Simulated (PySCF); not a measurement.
# Br3Ce (CeBr3): the cost of one run

Programs: PySCF 2.14.0, with routines of our own; each step states its level. All values are computed. Atoms count from 0.

## 1. The starting structure

4 atoms, charge 0, states of the metal's open shell are computed; geometry from: model geometry, bond lengths from ionic radii.

## 2. Ligand-field states: state-averaged CASSCF

What the job is given:

```
{"job": {"kind": "lf", "basis": {"metal": "x2c-TZVPall", "ligand": "x2c-SVPall"}, "nevpt": true}, "charge": 0, "metal": "Ce", "open_shell": "f1"}
Ce     0.000000     0.000000     0.000000
Br     2.690000     0.000000     0.000000
Br    -1.345000     2.329608     0.000000
Br    -1.345000    -2.329608     0.000000
```

Level: state-averaged CASSCF of the metal f shell, SC-NEVPT2 on the averaged canonical orbitals, state-interaction spin-orbit coupling.

Started as:

```console
$ OMP_NUM_THREADS=1 python lf_run.py task.json out
```

The driver reads the jobs from task.json and runs them one after another.

**Question.** How long does this first job take on 1 thread of Intel Xeon Platinum 8488C, shared host, and how much memory does it need?

About 45 s, with a peak of 0.62 GiB.
